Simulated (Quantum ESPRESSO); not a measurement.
A calculation with Quantum ESPRESSO 7.5 of WBr2Cl3 (native input, structure typed inline):

pw.in

```
&CONTROL
  calculation = 'scf'
  prefix = 'pwscf'
  outdir = './tmp'
  pseudo_dir = './pseudo'
  tprnfor = .true.
  tstress = .true.
  disk_io = 'nowf'
/
&SYSTEM
  ibrav = 0
  nat = 6
  ntyp = 3
  ecutwfc = 55
  ecutrho = 440
  nbnd = 34
  occupations = 'smearing'
  smearing = 'fd'
  degauss = 0.00367493
/
&ELECTRONS
  conv_thr = 1.2d-09
  electron_maxstep = 120
  mixing_beta = 0.5
/
ATOMIC_SPECIES
W    183.8400 W_pbe_v1.2.uspp.F.UPF
Br    79.9040 br_pbe_v1.4.uspp.F.UPF
Cl    35.4500 cl_pbe_v1.4.uspp.F.UPF
CELL_PARAMETERS angstrom
   3.7818672000    0.0000000000    0.0000000000
   0.0000000000    3.7818672000    0.0000000000
   0.0000000000    0.0000000000   11.3066795200
ATOMIC_POSITIONS crystal
W      0.0000000000    0.0000000000    0.0000000000
Br     0.0000000000    0.0000000000    0.3342649900
Br     0.0000000000    0.0000000000    0.6657350100
Cl     0.5000000000    0.5000000000    0.1837450000
Cl     0.5000000000    0.5000000000    0.5000000000
Cl     0.5000000000    0.5000000000    0.8162550000
K_POINTS automatic
7 7 3 0 0 0
```

Potentials or basis: SSSP 1.3 efficiency PBE.

The run is started by

```console
$ OMP_NUM_THREADS=1 pw.x -in pw.in > pw.out
```

The cell was built by a generator and needn't be a form met in nature.

Question: Write the same calculation in another form: ASE script, Cartesian positions.

Answer: As run:

run.py

```python
import numpy as np
from ase.calculators.espresso import Espresso, EspressoProfile
from ase.io import read

atoms = read('WBr2Cl3.xyz')

input_data = {
    'control': {'calculation': 'scf', 'prefix': 'pwscf', 'outdir': './tmp', 'tprnfor': True, 'tstress': True, 'disk_io': 'nowf'},
    'system': {'ecutwfc': 55.0, 'ecutrho': 440.0, 'nbnd': 34, 'occupations': 'smearing', 'smearing': 'fd', 'degauss': 0.00367493},
    'electrons': {'conv_thr': 1.2e-09, 'electron_maxstep': 120, 'mixing_beta': 0.5},
}
pseudopotentials = {'W': 'W_pbe_v1.2.uspp.F.UPF', 'Br': 'br_pbe_v1.4.uspp.F.UPF', 'Cl': 'cl_pbe_v1.4.uspp.F.UPF'}
profile = EspressoProfile(command='pw.x', pseudo_dir='pseudo')
dft = Espresso(profile=profile, input_data=input_data, pseudopotentials=pseudopotentials, kpts=(7, 7, 3), koffset=(0, 0, 0))
atoms.calc = dft

print(f'energy {atoms.get_potential_energy():.8f} eV')
print('forces (eV/A)')
print(np.round(atoms.get_forces(), 6))
print('stress (eV/A^3, Voigt)')
print(np.round(atoms.get_stress(), 8))
print(f'Fermi level {dft.get_fermi_level():.4f} eV')
```

WBr2Cl3.xyz

```xyz
6
Lattice="3.7818672000 0.0000000000 0.0000000000 0.0000000000 3.7818672000 0.0000000000 0.0000000000 0.0000000000 11.3066795200" Properties=species:S:1:pos:R:3 pbc="T T T"
W      0.0000000000      0.0000000000      0.0000000000
Br     0.0000000000      0.0000000000      3.7794271167
Br     0.0000000000      0.0000000000      7.5272524033
Cl     1.8909336000      1.8909336000      2.0775458284
Cl     1.8909336000      1.8909336000      5.6533397600
Cl     1.8909336000      1.8909336000      9.2291336916
```

Potentials or basis: SSSP 1.3 efficiency PBE.

Command:

```bash
$ OMP_NUM_THREADS=1 python run.py
```

Both were run:

|  | native input, structure typed inline | ASE script, Cartesian positions |
| --- | --- | --- |
| Pressure | -8.6 GPa | -8.6 GPa |
| Largest force | 2.284 eV/Å | 2.284 eV/Å |
| Band gap on the k mesh | none (metal or under the smearing width) | none (metal or under the smearing width) |

Keys that steer only the numerical path or the files written may differ.

Caveat: an odd number of electrons without spin polarisation forces a metal; a magnetic or distorted state may lie lower.
